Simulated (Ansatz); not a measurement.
**AlGaH (quartet): B2PLYP, RPA-PBE over vertical spin and charge gaps, cc-pVDZ**

How well do these functionals follow the top wave-function level for AlGaH (quartet) over vertical spin and charge gaps?

Method: cc-pVDZ, all electrons in the functionals, frozen cores in the correlation of double hybrids and RPA; program: Ansatz 0.2.0, Gaussian basis.

Plan: B2PLYP, RPA-PBE, at charge 0, quartet; charge 0, doublet; charge 0, sextet; charge 1, triplet; charge 1, quintet.

6 further runs of the same task are left out: 2 for a known fault of the program, 1 that didn't finish, 3 set aside as unsound or not needed.

**1. What is computed**

The geometry is a PBE0/def2-TZVP stationary point (not a proven minimum). No spin-orbit coupling is included. The filled d shell of Ga may be among the frozen orbitals whatever the setting's name suggests; the logs give the count.

3 atoms, charge 0, spin multiplicity 4.

Atoms are counted from 1 here; the program's logs count them from 0.

Bond lengths: Al1–Ga2 2.344 Å, Al1–H3 1.582 Å. Angles: Ga2–Al1–H3 180.0°.

Coordinates:

```xyz
3

Al    0.00000    0.00000    0.25390
Ga    0.00000    0.00000   -2.08970
H     0.00000    0.00000    1.83580
```

No dispersion term is added.

The geometry shown and the zero of energy belong to the point charge 0, quartet. The yardstick, FCI, and other wave-function levels (R restricted, U unrestricted, valence and pair active spaces) come from earlier runs.

**2. B2PLYP, charge 0, quartet**

Input file in.yaml:

```yaml
crystal:
  periodic: [false, false, false]
  atoms:
    - {symbol: Al, position_ang: [0.000000, 0.000000, 0.253900]}
    - {symbol: Ga, position_ang: [0.000000, 0.000000, -2.089700]}
    - {symbol: H, position_ang: [0.000000, 0.000000, 1.835800]}
basis:
  gaussian: {orbitals: cc-pVDZ}
magnetization: {spin_polarized: true, initial_magnetization: 3}
hamiltonian: {xc: {name: B2PLYP}}
correlation: {electrons: outside_noble_gas}
```

Launch:

```sh
$ ansatz run in.yaml --threads 1 --pin off --events-out ev --progress --plain --max-ram 4096MiB --backend cpu
```

The log of the run:

```text
Functional definition: B2PLYP
  name "B2PLYP"
  cite "Grimme, J. Chem. Phys. 124, 034108 (2006) doi:10.1063/1.2148954"
  cite "Becke, Phys. Rev. A 38, 3098 (1988) doi:10.1103/PhysRevA.38.3098"
  cite "Lee, Yang & Parr, Phys. Rev. B 37, 785 (1988) doi:10.1103/PhysRevB.37.785"
  parameter a = 0.53
  parameter c = 0.27
  exchange = (1 - a)*b88_x + a*exact_x
  correlation = (1 - c)*lyp_c + c*(mp2_os + mp2_ss)
548 factors; integrals over basis functions are off by at most 1.0e-3 eV
mean field evaluation 1: about -58971.7101 eV, gradient 4.9e0 eV
mean field evaluation 2: about -58971.7111 eV, gradient 4.9e0 eV
mean field evaluation 4: about -58972.1075 eV, gradient 1.1e0 eV
mean field evaluation 8: about -58972.1348 eV, gradient 5.2e-2 eV
mean field evaluation 16: about -58972.1349 eV, gradient 4.7e-5 eV
mean field -58972.13489675 eV, -2167.1859847067 hartree, gradient 7.6e-6 eV, S^2 3.758905; 0 other end points of the search recorded, 0 dependent functions left out
19 core orbitals not correlated: weight in the atoms' cores, before any rotation towards them, 0.999 or more for the frozen orbitals, at most 0.001 for the correlated occupied ones
reference -58972.13502504 eV, -2167.1859894213 hartree; 5, 2 occupied and 26, 29 virtual orbitals, 548 factors
second order -3.06699918 eV of doubles, -0.00000000 eV of singles
Total energy: -58972.96311482 eV, -2167.2164211594 hartree
```

It took 3.1 s on 1 thread of AMD EPYC 7R13, shared host.

From the report: ⟨S²⟩ of the determinant 3.759 (pure quartet: 3.75).

**3. B2PLYP, charge 0, doublet**

Edit in.yaml of step 2 so:

```diff
@@ -8,3 +8,3 @@
   gaussian: {orbitals: cc-pVDZ}
-magnetization: {spin_polarized: true, initial_magnetization: 3}
+magnetization: {spin_polarized: true, initial_magnetization: 1}
 hamiltonian: {xc: {name: B2PLYP}}
```

The command is unchanged.

The log of the run (excerpt; [...] marks lines left out):

```text
Functional definition: B2PLYP
  name "B2PLYP"
  cite "Grimme, J. Chem. Phys. 124, 034108 (2006) doi:10.1063/1.2148954"
  cite "Becke, Phys. Rev. A 38, 3098 (1988) doi:10.1103/PhysRevA.38.3098"
  cite "Lee, Yang & Parr, Phys. Rev. B 37, 785 (1988) doi:10.1103/PhysRevB.37.785"
[...]
548 factors; integrals over basis functions are off by at most 1.0e-3 eV
[...]
mean field -58972.51011449 eV, -2167.1997737044 hartree, gradient 1.8e-6 eV, S^2 0.915802; 6 other end points of the search recorded, 0 dependent functions left out
19 core orbitals not correlated: weight in the atoms' cores, before any rotation towards them, 0.999 or more for the frozen orbitals, at most 0.001 for the correlated occupied ones
reference -58972.51024231 eV, -2167.1997784018 hartree; 4, 3 occupied and 27, 28 virtual orbitals, 548 factors
second order -3.21867419 eV of doubles, -0.00000000 eV of singles
Total energy: -58973.37928434 eV, -2167.2317151074 hartree
```

Wall time 8.5 s (1 thread of AMD EPYC 7R13, shared host).

From the report: ⟨S²⟩ of the determinant 0.916 (pure doublet: 0.75).

From charge 0, quartet: -40.2 kJ/mol.

**4. B2PLYP, charge 0, sextet**

Edit in.yaml of step 3 so:

```diff
@@ -8,3 +8,3 @@
   gaussian: {orbitals: cc-pVDZ}
-magnetization: {spin_polarized: true, initial_magnetization: 1}
+magnetization: {spin_polarized: true, initial_magnetization: 5}
 hamiltonian: {xc: {name: B2PLYP}}
```

Launched as before.

The log of the run (excerpt; [...] marks lines left out):

```text
Functional definition: B2PLYP
  name "B2PLYP"
  cite "Grimme, J. Chem. Phys. 124, 034108 (2006) doi:10.1063/1.2148954"
  cite "Becke, Phys. Rev. A 38, 3098 (1988) doi:10.1103/PhysRevA.38.3098"
  cite "Lee, Yang & Parr, Phys. Rev. B 37, 785 (1988) doi:10.1103/PhysRevB.37.785"
[...]
548 factors; integrals over basis functions are off by at most 1.0e-3 eV
[...]
mean field -58965.65224229 eV, -2166.9477515494 hartree, gradient 9.5e-7 eV, S^2 8.757417; 4 other end points of the search recorded, 0 dependent functions left out
19 core orbitals not correlated: weight in the atoms' cores, before any rotation towards them, 0.998 or more for the frozen orbitals, at most 0.001 for the correlated occupied ones
reference -58965.65236493 eV, -2166.9477560566 hartree; 6, 1 occupied and 25, 30 virtual orbitals, 548 factors
second order -2.41021794 eV of doubles, -0.00000000 eV of singles
Total energy: -58966.30312378 eV, -2166.9716710030 hartree
```

Wall time 2.9 s (1 thread of AMD EPYC 7R13, shared host).

From the report: ⟨S²⟩ of the determinant 8.757 (pure sextet: 8.75).

From charge 0, quartet: +642.6 kJ/mol.

**5. B2PLYP, charge 1, triplet**

Edit in.yaml of step 4 so:

```diff
@@ -8,3 +8,4 @@
   gaussian: {orbitals: cc-pVDZ}
-magnetization: {spin_polarized: true, initial_magnetization: 5}
+total_charge: 1
+magnetization: {spin_polarized: true, initial_magnetization: 2}
 hamiltonian: {xc: {name: B2PLYP}}
```

Same command.

The log of the run (excerpt; [...] marks lines left out):

```text
Functional definition: B2PLYP
  name "B2PLYP"
  cite "Grimme, J. Chem. Phys. 124, 034108 (2006) doi:10.1063/1.2148954"
  cite "Becke, Phys. Rev. A 38, 3098 (1988) doi:10.1103/PhysRevA.38.3098"
  cite "Lee, Yang & Parr, Phys. Rev. B 37, 785 (1988) doi:10.1103/PhysRevB.37.785"
[...]
548 factors; integrals over basis functions are off by at most 1.0e-3 eV
[...]
mean field -58965.50050094 eV, -2166.9421751578 hartree, gradient 7.8e-6 eV, S^2 2.012174; 0 other end points of the search recorded, 0 dependent functions left out
19 core orbitals not correlated: weight in the atoms' cores, before any rotation towards them, 0.999 or more for the frozen orbitals, at most 0.001 for the correlated occupied ones
reference -58965.50063153 eV, -2166.9421799567 hartree; 4, 2 occupied and 27, 29 virtual orbitals, 548 factors
second order -2.42152324 eV of doubles, -0.00000000 eV of singles
Total energy: -58966.15444280 eV, -2166.9662070779 hartree
```

Wall time 1.8 s (1 thread of AMD EPYC 7R13, shared host).

From the report: ⟨S²⟩ of the determinant 2.012 (pure triplet: 2.00).

From charge 0, quartet: +656.9 kJ/mol.

**6. B2PLYP, charge 1, quintet**

Edit in.yaml of step 5 so:

```diff
@@ -9,3 +9,3 @@
 total_charge: 1
-magnetization: {spin_polarized: true, initial_magnetization: 2}
+magnetization: {spin_polarized: true, initial_magnetization: 4}
 hamiltonian: {xc: {name: B2PLYP}}
```

The command is unchanged.

The log of the run (excerpt; [...] marks lines left out):

```text
Functional definition: B2PLYP
  name "B2PLYP"
  cite "Grimme, J. Chem. Phys. 124, 034108 (2006) doi:10.1063/1.2148954"
  cite "Becke, Phys. Rev. A 38, 3098 (1988) doi:10.1103/PhysRevA.38.3098"
  cite "Lee, Yang & Parr, Phys. Rev. B 37, 785 (1988) doi:10.1103/PhysRevB.37.785"
[...]
548 factors; integrals over basis functions are off by at most 1.0e-3 eV
[...]
mean field -58960.91835990 eV, -2166.7737845806 hartree, gradient 2.8e-6 eV, S^2 6.014033; 2 other end points of the search recorded, 0 dependent functions left out
19 core orbitals not correlated: weight in the atoms' cores, before any rotation towards them, 0.998 or more for the frozen orbitals, at most 0.001 for the correlated occupied ones
reference -58960.91848458 eV, -2166.7737891624 hartree; 5, 1 occupied and 26, 30 virtual orbitals, 548 factors
second order -2.15065177 eV of doubles, -0.00000000 eV of singles
Total energy: -58961.49916056 eV, -2166.7951286109 hartree
```

Wall time 2.3 s (1 thread of AMD EPYC 7R13, shared host).

From the report: ⟨S²⟩ of the determinant 6.014 (pure quintet: 6.00).

From charge 0, quartet: +1106.1 kJ/mol.

**7. RPA-PBE, charge 0, quartet**

Input file in.yaml:

```yaml
crystal:
  periodic: [false, false, false]
  atoms:
    - {symbol: Al, position_ang: [0.000000, 0.000000, 0.253900]}
    - {symbol: Ga, position_ang: [0.000000, 0.000000, -2.089700]}
    - {symbol: H, position_ang: [0.000000, 0.000000, 1.835800]}
basis:
  gaussian: {orbitals: cc-pVDZ}
magnetization: {spin_polarized: true, initial_magnetization: 3}
hamiltonian: {xc: {name: PBE}}
correlation: {method: rpa, electrons: outside_noble_gas}
```

Same command.

The log of the run (excerpt; [...] marks lines left out):

```text
Functional definition: PBE
  name "PBE"
  cite "Perdew, Burke & Ernzerhof, Phys. Rev. Lett. 77, 3865 (1996) doi:10.1103/PhysRevLett.77.3865"
  parent pbe
[...]
548 factors; integrals over basis functions are off by at most 1.0e-3 eV
[...]
mean field -58976.12077741 eV, -2167.3324631192 hartree, gradient 3.8e-6 eV, S^2 3.752388; 0 other end points of the search recorded, 0 dependent functions left out
19 core orbitals not correlated: weight in the atoms' cores, before any rotation towards them, 0.997 or more for the frozen orbitals, at most 0.001 for the correlated occupied ones
reference -58929.59513615 eV, -2165.6226773391 hartree; 5, 2 occupied and 26, 29 virtual orbitals, 548 factors
Total energy: -58935.07901459 eV, -2165.8242061547 hartree
```

Wall time 2.2 s (1 thread of AMD EPYC 7R13, shared host).

From the report: ⟨S²⟩ of the determinant 3.752 (pure quartet: 3.75).

**8. RPA-PBE, charge 0, doublet**

Edit in.yaml of step 7 so:

```diff
@@ -8,3 +8,3 @@
   gaussian: {orbitals: cc-pVDZ}
-magnetization: {spin_polarized: true, initial_magnetization: 3}
+magnetization: {spin_polarized: true, initial_magnetization: 1}
 hamiltonian: {xc: {name: PBE}}
```

Same command.

The log of the run (excerpt; [...] marks lines left out):

```text
Functional definition: PBE
  name "PBE"
  cite "Perdew, Burke & Ernzerhof, Phys. Rev. Lett. 77, 3865 (1996) doi:10.1103/PhysRevLett.77.3865"
  parent pbe
[...]
548 factors; integrals over basis functions are off by at most 1.0e-3 eV
[...]
mean field -58976.42792988 eV, -2167.3437507646 hartree, gradient 2.2e-6 eV, S^2 0.878412; 17 other end points of the search recorded, 0 dependent functions left out
19 core orbitals not correlated: weight in the atoms' cores, before any rotation towards them, 0.997 or more for the frozen orbitals, at most 0.001 for the correlated occupied ones
reference -58929.56348930 eV, -2165.6215143389 hartree; 4, 3 occupied and 27, 28 virtual orbitals, 548 factors
Total energy: -58935.43537297 eV, -2165.8373020838 hartree
```

It took 16 s on 1 thread of AMD EPYC 7R13, shared host.

From the report: ⟨S²⟩ of the determinant 0.878 (pure doublet: 0.75).

From charge 0, quartet: -34.4 kJ/mol.

**9. RPA-PBE, charge 0, sextet**

Edit in.yaml of step 8 so:

```diff
@@ -8,3 +8,3 @@
   gaussian: {orbitals: cc-pVDZ}
-magnetization: {spin_polarized: true, initial_magnetization: 1}
+magnetization: {spin_polarized: true, initial_magnetization: 5}
 hamiltonian: {xc: {name: PBE}}
```

Launched as before.

The log of the run (excerpt; [...] marks lines left out):

```text
Functional definition: PBE
  name "PBE"
  cite "Perdew, Burke & Ernzerhof, Phys. Rev. Lett. 77, 3865 (1996) doi:10.1103/PhysRevLett.77.3865"
  parent pbe
[...]
548 factors; integrals over basis functions are off by at most 1.0e-3 eV
[...]
mean field -58969.63280880 eV, -2167.0940346706 hartree, gradient 1.9e-6 eV, S^2 8.751769; 11 other end points of the search recorded, 0 dependent functions left out
19 core orbitals not correlated: weight in the atoms' cores, before any rotation towards them, 0.997 or more for the frozen orbitals, at most 0.001 for the correlated occupied ones
reference -58923.70078565 eV, -2165.4060639539 hartree; 6, 1 occupied and 25, 30 virtual orbitals, 548 factors
Total energy: -58928.98470918 eV, -2165.6002445619 hartree
```

Run time: 7.5 s. Hardware: 1 thread of AMD EPYC 7R13, shared host.

From the report: ⟨S²⟩ of the determinant 8.752 (pure sextet: 8.75).

From charge 0, quartet: +588.0 kJ/mol.

**10. RPA-PBE, charge 1, triplet**

Edit in.yaml of step 9 so:

```diff
@@ -8,3 +8,4 @@
   gaussian: {orbitals: cc-pVDZ}
-magnetization: {spin_polarized: true, initial_magnetization: 5}
+total_charge: 1
+magnetization: {spin_polarized: true, initial_magnetization: 2}
 hamiltonian: {xc: {name: PBE}}
```

Same command.

The log of the run (excerpt; [...] marks lines left out):

```text
Functional definition: PBE
  name "PBE"
  cite "Perdew, Burke & Ernzerhof, Phys. Rev. Lett. 77, 3865 (1996) doi:10.1103/PhysRevLett.77.3865"
  parent pbe
[...]
548 factors; integrals over basis functions are off by at most 1.0e-3 eV
[...]
mean field -58969.06277793 eV, -2167.0730864225 hartree, gradient 3.7e-6 eV, S^2 2.003111; 2 other end points of the search recorded, 0 dependent functions left out
19 core orbitals not correlated: weight in the atoms' cores, before any rotation towards them, 0.998 or more for the frozen orbitals, at most 0.002 for the correlated occupied ones
reference -58923.23939525 eV, -2165.3891081694 hartree; 4, 2 occupied and 27, 29 virtual orbitals, 548 factors
Total energy: -58928.08777417 eV, -2165.5672828083 hartree
```

Run time: 2.2 s. Hardware: 1 thread of AMD EPYC 7R13, shared host.

From the report: ⟨S²⟩ of the determinant 2.003 (pure triplet: 2.00).

From charge 0, quartet: +674.6 kJ/mol.

**11. RPA-PBE, charge 1, quintet**

Edit in.yaml of step 10 so:

```diff
@@ -9,3 +9,3 @@
 total_charge: 1
-magnetization: {spin_polarized: true, initial_magnetization: 2}
+magnetization: {spin_polarized: true, initial_magnetization: 4}
 hamiltonian: {xc: {name: PBE}}
```

Same command.

The log of the run (excerpt; [...] marks lines left out):

```text
Functional definition: PBE
  name "PBE"
  cite "Perdew, Burke & Ernzerhof, Phys. Rev. Lett. 77, 3865 (1996) doi:10.1103/PhysRevLett.77.3865"
  parent pbe
[...]
548 factors; integrals over basis functions are off by at most 1.0e-3 eV
[...]
mean field -58964.63212152 eV, -2166.9102628029 hartree, gradient 4.1e-6 eV, S^2 6.002364; 4 other end points of the search recorded, 0 dependent functions left out
19 core orbitals not correlated: weight in the atoms' cores, before any rotation towards them, 0.997 or more for the frozen orbitals, at most 0.001 for the correlated occupied ones
reference -58918.96431283 eV, -2165.2320017881 hartree; 5, 1 occupied and 26, 30 virtual orbitals, 548 factors
Total energy: -58923.96543832 eV, -2165.4157897600 hartree
```

Wall time 2.9 s (1 thread of AMD EPYC 7R13, shared host).

From the report: ⟨S²⟩ of the determinant 6.002 (pure quintet: 6.00).

From charge 0, quartet: +1072.3 kJ/mol.

**12. Against the wave-function levels**

The yardstick is full CI for this spin, exact in this basis with these frozen cores. It comes from earlier runs at the same points. Energies in kJ/mol, counted from charge 0, quartet; blanks weren't run or aren't comparable.

| level | quartet to doublet | quartet to sextet | ionisation to the triplet cation | ionisation to the quintet cation |
| --- | --- | --- | --- | --- |
| FCI | -24.0 |  | 666.5 | 1066.2 |
| B2PLYP | -40.2 | 642.6 | 656.9 | 1106.1 |
| RPA-PBE | -34.4 | 588.0 | 674.6 | 1072.3 |

Largest miss and mean time a point (FCI took 35 s a point; shared hosts):

| level | largest miss (kJ/mol) | where | time a point |
| --- | --- | --- | --- |
| B2PLYP | +39.9 | ionisation to the quintet cation | 3.7 s |
| RPA-PBE | -10.4 | quartet to doublet | 6.2 s |

**13. Results**

```
                             quantity                                            value
              quartet to doublet, FCI                                     -24.0 kJ/mol
ionisation to the triplet cation, FCI                                     666.5 kJ/mol
ionisation to the quintet cation, FCI                                    1066.2 kJ/mol
                 largest miss, B2PLYP  +39.9 kJ/mol (ionisation to the quintet cation)
                largest miss, RPA-PBE                -10.4 kJ/mol (quartet to doublet)
```

What this shows: Misses are known at 3 of 4 points at best, and only functionals with that many are ranked. Of the functionals, RPA-PBE keep the smallest largest miss at the points compared (at most 10.4 kJ/mol) and B2PLYP strays most (39.9 kJ/mol, at ionisation to the quintet cation). Functionals and the yardstick converge differently with the basis, so part of each miss in cc-pVDZ is the basis.
